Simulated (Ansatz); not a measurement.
**F3H2InO: one species, many methods**

An exercise on one series of results from a longer session: the logs are not shown, and one member is left open.

The runs use Ansatz 0.2.0, Gaussian basis; functionals in def2-TZVPP, the program's frozen cores in correlated methods.

Plan: LDA (SPW92), PBE-D4, revPBE-D4, BLYP-D4, r2SCAN-D4, B97M-V, PBE0-D4, B3LYP-D4, r2SCANh-D4, r2SCAN0-D4, HSE06-D4, BHLYP-D4, CAM-B3LYP-D4, LC-ωPBE, ωB97X-V, ωB97M-V, B2PLYP, PBE-QIDH; CCSD(T)/def2-SVP; CCSD(T)/def2-TZVPP; MP2/def2-QZVPP; extrapolation to the limit; RPA on PBE.

## Structure used throughout

An earlier PBE0-D4 in a triple-zeta def2 set relaxation fixed the geometry. In takes the def2 core potential; no spin-orbit term is included.

SMILES `[OH2+][In-]([F])([F])[F]`, 7 atoms, charge 0, spin multiplicity 1.

Atoms are counted from 1 here; the program's logs count them from 0.

Bond lengths: O1–In2 2.260 Å, O1–H6 0.966 Å, O1–H7 0.966 Å, In2–F3 1.945 Å, In2–F4 1.927 Å, In2–F5 1.945 Å. Angles: In2–O1–H6 107.3°, In2–O1–H7 107.5°, H6–O1–H7 107.3°, O1–In2–F3 87.4°, O1–In2–F4 111.2°, O1–In2–F5 87.6°, F3–In2–F4 119.7°, F3–In2–F5 117.9°, F4–In2–F5 119.6°.

Geometry (Å):

```xyz
7
charge 0, multiplicity 1
O    -1.1326    0.5393    0.2661
In    0.7041   -0.6125   -0.3732
F     1.0461   -0.9396    1.5131
F     0.2378   -2.0841   -1.5270
F     1.3724    1.0415   -1.1469
H    -1.1552    0.5304    1.2317
H    -1.0112    1.4570   -0.0095
```

The first run:

Contents of in.yaml:

```yaml
crystal:
  periodic: [false, false, false]
  atoms:
    - {symbol: O, position_ang: [-1.132633, 0.539295, 0.266084]}
    - {symbol: In, position_ang: [0.704058, -0.612493, -0.373198]}
    - {symbol: F, position_ang: [1.046135, -0.939573, 1.513066]}
    - {symbol: F, position_ang: [0.237760, -2.084071, -1.526999]}
    - {symbol: F, position_ang: [1.372354, 1.041535, -1.146930]}
    - {symbol: H, position_ang: [-1.155224, 0.530430, 1.231668]}
    - {symbol: H, position_ang: [-1.011249, 1.456976, -0.009490]}
basis:
  gaussian: {orbitals: def2-TZVPP}
hamiltonian: {xc: lda}
output: {orbitals: {seedname: orbitals}}
```

Command:

```bash
> ansatz run in.yaml --threads 4 --pin off --events-out ev --progress --plain --max-ram 10444MiB
```

Among the steps run: LDA; PBE-D4 (GGA); revPBE-D4 (GGA); BLYP-D4 (GGA); r2SCAN-D4 (meta-GGA); B97M-V (meta-GGA); B3LYP-D4 (hybrid); r2SCANh-D4 (hybrid); r2SCAN0-D4 (hybrid); HSE06-D4 (hybrid); BHLYP-D4 (hybrid); CAM-B3LYP-D4 (range-separated); LC-ωPBE (range-separated); ωB97X-V (range-separated); ωB97M-V (range-separated); B2PLYP (double hybrid); PBE-QIDH (double hybrid).

One of the session's tables, all rows but one given; the rest of the session is left out.

It belongs to the step «Frontier levels by functional». 

```
  functional  HOMO (eV)  LUMO (eV)  gap (eV)
 LDA (SPW92)      -8.74      -3.62      5.12
      PBE-D4      -8.45      -3.23      5.22
   revPBE-D4      -8.34      -3.06      5.28
     BLYP-D4      -8.40      -3.25      5.15
   r2SCAN-D4      -8.89      -2.94      5.95
      B97M-V      -9.00      -3.09      5.91
     PBE0-D4     -10.42      -2.26      8.16
    B3LYP-D4     -10.15      -2.67      7.48
  r2SCANh-D4      -9.64      -2.60      7.04
  r2SCAN0-D4     -10.76      -2.09      8.67
    HSE06-D4     -10.01      -2.64      7.37
    BHLYP-D4     -12.39      -1.44     10.96
CAM-B3LYP-D4          ?          ?         ?
     LC-ωPBE     -13.26       0.12     13.39
     ωB97X-V     -12.96      -0.09     12.87
     ωB97M-V     -12.94      -0.30     12.64
```

**Question.** Estimate the row for CAM-B3LYP-D4.

**Answer.** HOMO (eV): -12.01; LUMO (eV): -1.36; gap (eV): 10.65. In the column «HOMO (eV)» it lies between BHLYP-D4 (-12.39) and r2SCAN0-D4 (-10.76).
